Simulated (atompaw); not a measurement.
# A PAW (atompaw) potential for Hg, from input to tests

Aim: build the potential from the settings below, then test how well it stands in for the atom: scattering, ghost states and the plane-wave cutoff that it needs.

Program: atompaw 4.2.0.5. Reference atom: PBE, scalar-relativistic, spherical and spin-unpolarised. All values are calculated.

## Step 1: The design

The settings as typed:

```json
{
 "element": "mercury (Hg, Z = 80)",
 "type": "PAW",
 "frozen core": "[Kr] 4d10 4f14 5s2",
 "valence charge": "18",
 "reference configuration": "5p6 5d10 6s2 6p0",
 "partial waves": "6s (bound): rc 2.20 bohr; 6s channel at -0.1 Ry: rc 2.20 bohr; 5p (bound): rc 1.20 bohr; 6p (bound, empty): rc 1.50 bohr; 5d (bound): rc 2.20 bohr; 5d channel at 1.85 Ry: rc 2.20 bohr",
 "local potential": "vpsmatchnc scheme with l = 3 at 1 Ry, radius 2.05 bohr",
 "core correction": "smooth core density matched at 1.55 bohr",
 "augmentation charge": "gaussian compensation charge, radius 1.75 bohr; PAW radius 2.20 bohr; waves and projectors: custom polynom2 7 10 vanderbiltortho"
}
```

The outer shells as boxes (Hund's rule for the drawing; the calculation is spin-unpolarised):

```
[Kr] core
4d [↑↓][↑↓][↑↓][↑↓][↑↓]
4f [↑↓][↑↓][↑↓][↑↓][↑↓][↑↓][↑↓]
5s [↑↓]
5p [↑↓][↑↓][↑↓]
5d [↑↓][↑↓][↑↓][↑↓][↑↓]
6s [↑↓]
6p [  ][  ][  ]
```

An earlier all-electron run gives the scale for the radii.

All-electron outer shells of the reference configuration (PBE, scalar-relativistic, ld1.x):

```json
{"shell": "5s", "level (eV)": "-118.18", "outermost node (bohr)": "0.47", "outermost maximum (bohr)": "0.82"}
{"shell": "4f", "level (eV)": "-95.89", "outermost node (bohr)": "–", "outermost maximum (bohr)": "0.37"}
{"shell": "5p", "level (eV)": "-66.52", "outermost node (bohr)": "0.51", "outermost maximum (bohr)": "0.93"}
{"shell": "5d", "level (eV)": "-9.86", "outermost node (bohr)": "0.55", "outermost maximum (bohr)": "1.17"}
{"shell": "6s", "level (eV)": "-6.82", "outermost node (bohr)": "1.08", "outermost maximum (bohr)": "2.21"}
{"shell": "6p", "level (eV)": "-1.05", "outermost node (bohr)": "1.28", "outermost maximum (bohr)": "3.34"}
```

## Step 2: The generation run

Contents of Hg.input:

```
Hg 80
GGA-PBE scalarrelativistic loggrid 2001 logderivrange -7 5 301
6 6 5 4 0 0
6 1 0
0 0 0
c
c
c
c
c
v
c
c
c
v
v
c
c
v
c
2
2.20 1.75 2.05 1.55
y
-0.1
n
n
y
1.85
n
custom polynom2 7 10 vanderbiltortho gaussian
3 1 vpsmatchnc
2.20
2.20
1.20
1.50
2.20
2.20
PWSCFOUT
UPFDX 0.0125d0 UPFXMIN -7.d0 UPFZMESH 80.d0
END
```

Run with:

```
atompaw < Hg.input > Hg.log
```

**Question.** What will these runs give? Wanted: cutoffs for 10 and 1 mRy, occupied levels; bound ghosts; largest phase difference near zero energy, channels read; lowest eigenvalue of the overlap; share of valence orbitals outside the PAW sphere; UPF file.

**Answer**, as computed:

```
                                                quantity                              value
               cutoffs for 10 and 1 mRy, occupied levels             200 Ry and over 300 Ry
                                            bound ghosts                   s at -1120.11 eV
largest phase difference near zero energy, channels read                          0.006 rad
         lowest eigenvalue of the overlap (Bessel basis)                          0.027 (s)
        share of valence orbitals outside the PAW sphere  6s 65 %, 5p 1 %, 6p 93 %, 5d 13 %
                                                UPF file                            written
```

It has a bound ghost (s), a state that the atom doesn't have, and that rules the file out. By its cutoff, 200 Ry for the looser tolerance, it is very hard. The tighter tolerance needs over 300 Ry, and converged work needs a cutoff nearer that. The slowest occupied level is 5p: taken alone it needs 230 Ry to come within 1 mRy, against 18 Ry for 5d. Near zero energy the phases of the channels with partial waves agree within 0.006 rad.
